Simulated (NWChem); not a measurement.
**AgF (SMILES [F][Ag]) at BP86/def2-TZVP (core potential)**

What is the electronic atomisation energy of AgF at BP86/def2-TZVP (core potential)? 

The calculation is run with NWChem 7.3.0.

14 further runs of the same task are left out: 2 that didn't finish, 12 set aside as unsound or not needed.

### Step 1. The structure to begin with

AgF has 2 atoms, charge 0, and is taken as a singlet. SMILES: `[F][Ag]`. The coordinates come from a PBE0-D4/def2-TZVP relaxation.

Bond lengths: F1–Ag2 1.986 Å.

### Step 2. A single-point energy at BP86/def2-TZVP (core potential)

Contents of nw.nw:

```
echo
start nw
memory 2200 mb

geometry noautosym nocenter noautoz
  F     0.860000   -0.334300    0.425600
  Ag   -0.830500    0.274100   -0.421500
end

basis "ao basis" spherical bse
  * library def2-TZVP
end

ecp bse
  Ag library def2-TZVP
end

dft
  xc becke88 perdew86
  grid lebedev 99 14
  convergence energy 1e-08
  iterations 100
  mulliken
  noprint "final vectors analysis"
end

task dft
```

On the command line:

```console
nwchem nw.nw > nw.out
```

The log of the run:

```text
[...]
          Wavefunction type:  closed shell.
          No. of atoms     :     2
          No. of electrons :    28
[...]
          Charge           :     0
          Spin multiplicity:     1
[...]
          AO basis - number of functions:    71
[...]
              XC Information
              --------------
                    Becke 1988 Exchange Functional  1.000
                Perdew 1981 Correlation Functional  1.000 local
                Perdew 1986 Correlation Functional  1.000 non-local
[...]
 d= 0,ls=0.0,diis     1   -246.8267673945 -2.92D+02  4.00D-02  1.29D+00     0.7
[...]
 d= 0,ls=0.0,diis    12   -246.9729361468 -4.11D-10  1.33D-07  6.80D-11     5.8
         Total DFT energy =     -246.972936146812
      One electron energy =     -491.993933189569
           Coulomb energy =      224.165545990204
    Exchange-Corr. energy =      -24.700507899099
 Nuclear repulsion energy =       45.555958951652
[...]
      Total Density - Mulliken Population Analysis
     ---------------------------------------------
    Atom       Charge   Shell Charges
 -----------   ------   -------------------------------------------------------
    1 F    9     9.53   0.77  1.19  0.63  0.94  0.45  2.26  2.03  1.26  0.00  0.00  0.00
    2 Ag  19    18.47   0.03 -0.42  1.67  0.72  0.40  0.01  5.27  0.73  0.09  0.04  5.75  3.20  0.97  0.00
[...]
```

Wall time 6.6 s (1 thread of Intel Xeon 6975P-C (Granite Rapids), shared host); peak memory 0.1 GiB.

### Step 3. The Ag atom

Contents of ag.nw:

```
start ag
title "Ag"
memory total 2200 mb

geometry noautosym nocenter noautoz
Ag       0.000000       0.000000       0.000000
end

basis spherical bse
Ag library def2-TZVP
end

ecp bse
Ag library def2-TZVP
end

dft
xc becke88 perdew86
mult 2
grid lebedev 99 14
convergence energy 1e-08
iterations 100
mulliken
print low
end

task dft energy
```

Run the same way, it converges to -147.08336 Eh (log not shown).

### Step 4. The F atom

Contents of f.nw:

```
START f
memory 2200 mb

GEOMETRY units angstroms noautosym nocenter noautoz
 F      0.000000     0.000000     0.000000
END

BASIS spherical bse
 * library def2-TZVP
END

DFT
 xc becke88 perdew86
 mult 2
 grid lebedev 99 14
 convergence energy 1e-08
 maxiter 100
 mulliken
 noprint "final vectors analysis"
END

TASK dft energy
```

Run the same way, it converges to -99.76144 Eh (log not shown).

### Step 5. Summary of results

At BP86/def2-TZVP (core potential):

| quantity | value |
| --- | --- |
| molecule: total energy | -246.97294 Eh |
| molecule: dipole moment | 5.11 D |
| Ag atom: total energy | -147.08336 Eh |
| Ag atom: ⟨S²⟩ | 0.751 |
| F atom: total energy | -99.76144 Eh |
| F atom: ⟨S²⟩ | 0.751 |
| electronic atomisation energy | 3.487 eV |

Taking the molecule apart into free atoms costs 3.49 eV (336 kJ/mol), before zero-point energy and without spin-orbit coupling.
